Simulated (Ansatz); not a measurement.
Write a Python script for Ansatz 0.2.0 through its Python package that makes the interaction energy of a dimer with the counterpoise correction of SSi. Use (for the species named): MP2, def2-SVP basis, multiplicity 1.

```yaml
atoms:
  - { symbol: Si, position_ang: [0.0000, 0.0000, 0.0000] }
  - { symbol: S, position_ang: [0.0000, 0.0000, 2.1000] }
```

Script `dimer.py`:
```python
"""Interaction energy of two SSi molecules, with the counterpoise correction."""

import ansatz

BASIS = "def2-SVP"
LEVEL = "mp2"

FIRST = [
    ("Si", (0.0, 0.0, -1.05)),
    ("S", (0.0, 0.0, 1.05)),
]
SECOND = [
    ("Si", (2.6419, -0.145, 2.7078)),
    ("S", (3.6086, 0.273, 4.5246)),
]

def energy(atoms, ghosts=()):
    molecule = ansatz.Crystal.molecule()
    for symbol, xyz in atoms:
        molecule = molecule.atom(symbol, xyz)
    calc = (
        molecule.calculation()
        .basis(gaussian=BASIS)
        .correlation(LEVEL)
    )
    deck = calc.input()
    if ghosts:
        deck = deck.set(ansatz.key.basis.gaussian.ghost_atoms, [{"symbol": s, "position_ang": list(xyz)} for s, xyz in ghosts])
    return ansatz.Session.from_dict(deck).plan().execute().report["free_energy_ev"]

# ghost atoms carry the functions of the partner
both = energy(FIRST + SECOND)
alone = energy(FIRST) + energy(SECOND)
ghosted = energy(FIRST, SECOND) + energy(SECOND, FIRST)
print(f"dimer {both:.6f} eV")
print(f"interaction, uncorrected   {23.060548 * (both - alone):8.3f} kcal/mol")
print(f"interaction, counterpoise  {23.060548 * (both - ghosted):8.3f} kcal/mol")
print(f"basis-set superposition    {23.060548 * (alone - ghosted):8.3f} kcal/mol")
```

```console
$ python dimer.py
dimer -37358.281138 eV
interaction, uncorrected      2.557 kcal/mol
interaction, counterpoise     4.401 kcal/mol
basis-set superposition       1.844 kcal/mol
```

Uncorrected it is 2.557 kcal/mol, with the counterpoise correction 4.401 kcal/mol; the difference, 1.84 kcal/mol, is the superposition error. In this basis both values are repulsive.

Caveats:
- These settings explore the input space; basis and method may be short of convergence.
- The dimer is a generated trial pose of unrelaxed monomers, not a minimum, so the figure is no binding energy, and the basis set is small.
- The spin state was assumed, and another may lie lower.
- Timing: 2.2 s on 1 thread of Arm Neoverse V2, with other jobs on the host, peak memory 0.18 GiB.

(Lines on the test bed's own set-up are left out of the output.)
